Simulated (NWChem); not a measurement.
# the pair SiNH4F···SiH3F, step by step

Wanted: the energy (singlet Si2NH7F2, HF/3-21G), then a single-point energy (singlet SiNH4F, HF/3-21G), then the energy (singlet SiH3F, HF/3-21G), then a single-point energy (singlet SiNH4F, HF/3-21G), then the energy (singlet SiH3F, HF/3-21G) of F2H7NSi2 and its partners. 

The results are computed with NWChem 7.3.0.

### 1 The system as given

Si2NH7F2: 12 atoms, total charge 0, spin state singlet. The two molecules were placed rigidly side by side, at 0.9 times their contact distance; the pair isn't optimised.

Bond lengths: N1–Si2 1.696 Å, Si2–F3 1.605 Å, F8–Si9 1.600 Å, N1–H4 1.006 Å, N1–H5 1.006 Å, Si2–H6 1.479 Å, Si2–H7 1.479 Å, Si9–H10 1.482 Å, Si9–H11 1.482 Å, Si9–H12 1.482 Å. Some angles: N1–Si2–F3 114.6°, N1–Si2–H6 108.3°, N1–Si2–H7 108.3°, F3–Si2–H6 105.8°, F3–Si2–H7 105.8°, Si2–N1–H4 122.0°, Si2–N1–H5 122.0°, F8–Si9–H10 108.3°, F8–Si9–H11 108.3°, F8–Si9–H12 108.3°.

### 2 A single-point energy at HF/3-21G (run 1)

Contents of mymol.nw:

```
START mymol
TITLE "F2H7NSi2"
memory 2200 mb

GEOMETRY units au noautosym nocenter noautoz
   N     -1.45554265     0.65892860    -1.16915466
   Si     0.98711734    -0.20032987     0.71792585
   F      0.95688172    -3.10710659     1.58039686
   H     -1.50297478     0.21692166    -3.01806270
   H     -3.19541349     0.98868581    -0.47600311
   H      0.84500993     1.29614425     3.07498125
   H      3.36495972     0.14681282    -0.71014018
   F     -4.77650955    -5.19451697    -4.47269828
   Si    -4.17370581    -6.29462103    -1.72176727
   H     -2.31230668    -8.36901119    -1.99143118
   H     -6.56037321    -7.25138937    -0.61363187
   H     -3.12167638    -4.22491739    -0.15679058
END

BASIS spherical bse
   * library 3-21G
END

SCF
   thresh 1e-08
   maxiter 80
   noprint "final vectors analysis"
END

TASK scf energy
```

Launch:

```sh
nwchem mymol.nw > mymol.out
```

The log of the run:

```text
[...]
  functions       =    67
[...]
  wavefunction    = RHF
[...]
         Total SCF energy =   -830.926440557135
      One-electron energy =  -1737.255753500475
      Two-electron energy =    613.737274159678
 Nuclear repulsion energy =    292.592038783662
        Time for solution =      1.9s
[...]
```

Run time: 2.5 s. Hardware: 1 thread of AMD EPYC 9R45 (Zen 5), shared host; peak memory 0.099 GiB.

### 3 SiNH4F: the energy at HF/3-21G (run 2)

Contents of test.nw:

```
start test
title "FH4NSi hf"
memory 2200 mb
charge 0

geometry noautosym nocenter noautoz
  N       -0.770240       0.348690      -0.618690
  Si       0.522360      -0.106010       0.379910
  F        0.506360      -1.644210       0.836310
  H       -0.795340       0.114790      -1.597090
  H       -1.690940       0.523190      -0.251890
  H        0.447160       0.685890       1.627210
  H        1.780660       0.077690      -0.375790
end

basis "ao basis" spherical bse
  * library 3-21G
end

scf
  singlet
  rhf
  thresh 1e-08
  maxiter 80
  noprint "final vectors analysis"
end

task scf energy
```

Launch:

```sh
nwchem test.nw > test.out
```

The log of the run:

```text
[...]
  functions       =    39
[...]
  wavefunction    = RHF
[...]
         Total SCF energy =   -442.853523652281
      One-electron energy =   -850.314725562067
      Two-electron energy =    288.873246656139
 Nuclear repulsion energy =    118.587955253647
        Time for solution =      0.5s
[...]
```

Run time: 1 s. Hardware: 1 thread of AMD EPYC 9R45 (Zen 5), shared host; peak memory 0.099 GiB.

### 4 SiH3F: the energy at HF/3-21G (run 3)

Contents of struct.nw:

```
START struct
memory stack 880 mb heap 220 mb global 1100 mb
charge 0

GEOMETRY noautosym nocenter noautoz
  F    -2.527620   -2.748820   -2.366850
  Si   -2.208630   -3.330970   -0.911120
  H    -1.223620   -4.428690   -1.053820
  H    -3.471600   -3.837270   -0.324720
  H    -1.651920   -2.235730   -0.082970
END

BASIS spherical bse
  F library 3-21G
  Si library 3-21G
  H library 3-21G
END

SCF
  singlet
  rhf
  thresh 1e-08
  maxiter 80
  print low
END

TASK scf energy
```

Launch:

```sh
nwchem struct.nw > struct.out
```

The log of the run:

```text
[...]
  functions       =    28
[...]
  wavefunction    = RHF
[...]
         Total SCF energy =   -388.072906365072
      One-electron energy =   -665.049880711715
      Two-electron energy =    213.934102003156
 Nuclear repulsion energy =     63.042872343487
        Time for solution =      0.2s
 Task  times  cpu:        0.2s     wall:        0.2s
[...]
```

Wall time 0.74 s (1 thread of AMD EPYC 9R45 (Zen 5), shared host); peak memory 0.099 GiB.

### 5 SiNH4F among ghost functions: a single-point energy at HF/3-21G (with ghost functions) (run 4)

Contents of m1.nw:

```
start m1
title "FH4NSi energy"
memory 2200 mb

geometry units angstroms noautosym nocenter noautoz
N     -0.770240     0.348690    -0.618690
Si     0.522360    -0.106010     0.379910
F      0.506360    -1.644210     0.836310
H     -0.795340     0.114790    -1.597090
H     -1.690940     0.523190    -0.251890
H      0.447160     0.685890     1.627210
H      1.780660     0.077690    -0.375790
bqF     -2.527620    -2.748820    -2.366850
bqSi    -2.208630    -3.330970    -0.911120
bqH     -1.223620    -4.428690    -1.053820
bqH     -3.471600    -3.837270    -0.324720
bqH     -1.651920    -2.235730    -0.082970
end

basis spherical bse
N library 3-21G
Si library 3-21G
F library 3-21G
H library 3-21G
bqF library F 3-21G
bqSi library Si 3-21G
bqH library H 3-21G
end

scf
thresh 1e-08
maxiter 80
print low
end

task scf energy
```

Launch:

```sh
nwchem m1.nw > m1.out
```

The log of the run:

```text
[...]
  functions       =    67
[...]
  wavefunction    = RHF
[...]
         Total SCF energy =   -442.857042340037
      One-electron energy =   -850.255091322699
      Two-electron energy =    288.810093729015
 Nuclear repulsion energy =    118.587955253647
        Time for solution =      1.9s
 Task  times  cpu:        1.9s     wall:        1.9s
[...]
```

It took 2.4 s on 1 thread of AMD EPYC 9R45 (Zen 5), shared host; peak memory 0.099 GiB.

### 6 SiH3F among ghost functions: a single-point energy at HF/3-21G (with ghost functions) (run 5)

Contents of job.nw:

```
start job
memory stack 880 mb heap 220 mb global 1100 mb
charge 0

geometry units angstroms noautosym nocenter noautoz
  F     -2.527620    -2.748820    -2.366850
  Si    -2.208630    -3.330970    -0.911120
  H     -1.223620    -4.428690    -1.053820
  H     -3.471600    -3.837270    -0.324720
  H     -1.651920    -2.235730    -0.082970
  bqN     -0.770240     0.348690    -0.618690
  bqSi     0.522360    -0.106010     0.379910
  bqF      0.506360    -1.644210     0.836310
  bqH     -0.795340     0.114790    -1.597090
  bqH     -1.690940     0.523190    -0.251890
  bqH      0.447160     0.685890     1.627210
  bqH      1.780660     0.077690    -0.375790
end

basis spherical bse
  F library 3-21G
  Si library 3-21G
  H library 3-21G
  bqN library N 3-21G
  bqSi library Si 3-21G
  bqF library F 3-21G
  bqH library H 3-21G
end

scf
  thresh 1e-08
  maxiter 80
  print low
end

task scf
```

Launch:

```sh
nwchem job.nw > job.out
```

The log of the run:

```text
[...]
  functions       =    67
[...]
  wavefunction    = RHF
[...]
         Total SCF energy =   -388.073728964450
      One-electron energy =   -665.040837426557
      Two-electron energy =    213.924236118620
 Nuclear repulsion energy =     63.042872343487
        Time for solution =      1.6s
 Task  times  cpu:        1.7s     wall:        1.7s
[...]
```

Wall time 2.2 s (1 thread of AMD EPYC 9R45 (Zen 5), shared host); peak memory 0.099 GiB.

### 7 Summary of results

```
                                                                                                                   quantity          value
                                                                                              run 1, HF/3-21G: total energy  -830.92644 Eh
                                                                                             run 1, HF/3-21G: dipole moment         1.17 D
                                                                                                       SiNH4F: total energy  -442.85352 Eh
                                                                                                      SiNH4F: dipole moment         2.14 D
                                                                                                        SiH3F: total energy  -388.07291 Eh
                                                                                 SiNH4F among ghost functions: total energy  -442.85704 Eh
                                                                                  SiH3F among ghost functions: total energy  -388.07373 Eh
              interaction energy of the rigid parts SiNH4F and SiH3F (parts in their own basis; closest atoms 2.42 Å apart)       0.000 eV
interaction energy of the rigid parts SiNH4F and SiH3F (parts in the whole basis, counterpoise; closest atoms 2.42 Å apart)       0.118 eV
```

What this shows: The interaction energy of the rigid parts SiNH4F and SiH3F (parts in their own basis; closest atoms 2.42 Å apart) is −0.00 eV (−0.0 kcal/mol). Without counterpoise this holds the superposition error of the basis. The interaction energy of the rigid parts SiNH4F and SiH3F (parts in the whole basis, counterpoise; closest atoms 2.42 Å apart) is 0.12 eV (2.7 kcal/mol): the parts repel at this shape. The basis-set superposition error is 11.4 kJ/mol. It is larger than the uncorrected attraction, which is thus an artefact of the basis. Mulliken charges (SiNH4F) run from -1.13 on N1 to +1.50 on Si2; they depend strongly on the basis.
